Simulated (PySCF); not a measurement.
# CaH+: from the state search to spectroscopic constants

An exercise on one series of results from a longer session: the logs are not shown, and one member is left open.

Program: PySCF 2.14.0. Level of theory: Ca aug-pcseg-1, H aug-pcseg-1, no relativity. These are calculated values, not measurements.

The first run:

The job is set up so:

* atoms: Ca, H
* charge: 1
* basis: Ca aug-pcseg-1, H aug-pcseg-1
* Hamiltonian: no relativity
* basis functions: 42
* electrons treated: 20
* masses in u: 39.9626, 1.0078
* levels: PBE0, PBE, r²SCAN, MN15, TPSSh, B97-3, LC-ωPBE, HF, MP2, SCS-MP2, CCSD, CCSD(T)
* grid: 80 radial by 434 angular points
* occupations: held fixed by the projection of orbital angular momentum
* dissociation limit: Ca+ + H, each in its ground configuration
* starting distance in angstrom: 2.010
* values of 2S to try: 0, 2

The run is started by

```sh
$ OMP_NUM_THREADS=1 python dia.py task.json out
```

Steps of the session up to this table: The job; PBE0 along the bond; Other states along the same grid; PBE (GGA); r²SCAN (meta-GGA); MN15 (hybrid meta-GGA); TPSSh (hybrid meta-GGA); B97-3 (global hybrid GGA); LC-ωPBE (range-separated hybrid); RHF; Correlated methods on the Hartree–Fock reference.

One of the session's tables, all rows but one given; the rest of the session is left out.

It belongs to the step «The curves together». Energy (eV) from each level's lowest point:

| R (Å) | RHF | RHF-MP2 | RHF-SCS-MP2 | RHF-CCSD | RHF-CCSD(T) |
| --- | --- | --- | --- | --- | --- |
| 1.611 | 0.586 | 0.517 | 0.529 | n/a | n/a |
| 1.686 | 0.317 | 0.272 | 0.281 | 0.299 | 0.298 |
| 1.761 | 0.143 | 0.117 | 0.122 | 0.137 | 0.136 |
| 1.817 | 0.062 | 0.047 | 0.051 | 0.061 | 0.061 |
| 1.873 | 0.016 | 0.010 | 0.012 | 0.017 | 0.017 |
| 1.929 | 0.000 | 0.000 | 0.000 | 0.000 | 0.000 |
| 2.004 | 0.017 | 0.021 | 0.019 | 0.010 | 0.010 |
| 2.098 | ? | ? | ? | ? | ? |
| 2.210 | 0.226 | 0.222 | 0.216 | 0.174 | 0.172 |
| 2.360 | 0.475 | 0.453 | 0.444 | n/a | n/a |

Estimate the missing values for R (Å) = 2.098.

Worked estimate for «RHF». A straight line through the neighbours (2.004, 0.017) and (2.210, 0.226) gives 0.017 + (0.226 − 0.017) × (2.098 − 2.004) / (2.210 − 2.004) = 0.112; a parabola fitted to 4 rows on both sides gives 0.092.

The run gave: RHF: 0.087; RHF-MP2: 0.090; RHF-SCS-MP2: 0.087; RHF-CCSD: 0.064; RHF-CCSD(T): 0.063. In «RHF» the line misses by +0.025 and the parabola by +0.005.
